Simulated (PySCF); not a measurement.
# FGe2H7Si: the cost of one run

The runs use PySCF 2.14.0, with density-fitted response routines of our own; the level of theory stands in each step. All values are computed, except where a source is named. Atoms are numbered from 0 throughout.

### Step 1. Starting geometry

11 atoms, charge 0, multiplicity 1; geometry from: GFN2-xTB. The atoms were then displaced at random by about 0.01 Å, so the start is not that level's minimum.

Bonds of the start (Å): F0–Ge1 1.82, Ge1–Si2 2.39, Ge1–Ge3 2.45, Ge1–H4 1.55, Si2–H5 1.44, Si2–H6 1.47, Si2–H7 1.45, Ge3–H8 1.46, Ge3–H9 1.49, Ge3–H10 1.52.

### Step 2. Geometry optimisation at PBE0-D3(BJ)/def2-SVP

The job: settings as JSON, then the geometry in Å.

```
{"job": {"xc": "PBE0", "basis": "def2-SVP", "d3": "d3bj", "grid": 1, "shake": 0.01, "kind": "geom"}, "charge": 0, "multiplicity": 1}
F     -0.079010    -2.137630    -0.692910
Ge     0.062680    -0.323960    -0.661610
Si    -2.170770     0.417320    -0.248470
Ge     2.034330     0.029860     0.755650
H      0.541320    -0.179270    -2.132250
H     -3.058960    -0.062730    -1.281910
H     -2.137980     1.881990    -0.235510
H     -2.572270    -0.058540     1.065380
H      3.262430    -0.642100     0.326430
H      2.361800     1.480400     0.901770
H      1.794530    -0.431160     2.187760
```

Run with:

```sh
$ OMP_NUM_THREADS=1 python probes_run.py task.json out
```

This one command runs all jobs of the session in turn.

Q: Estimate the wall time and peak memory of this first job on 1 thread of Arm Neoverse V1, shared host.

About 79 s, with a peak of 0.54 GiB.
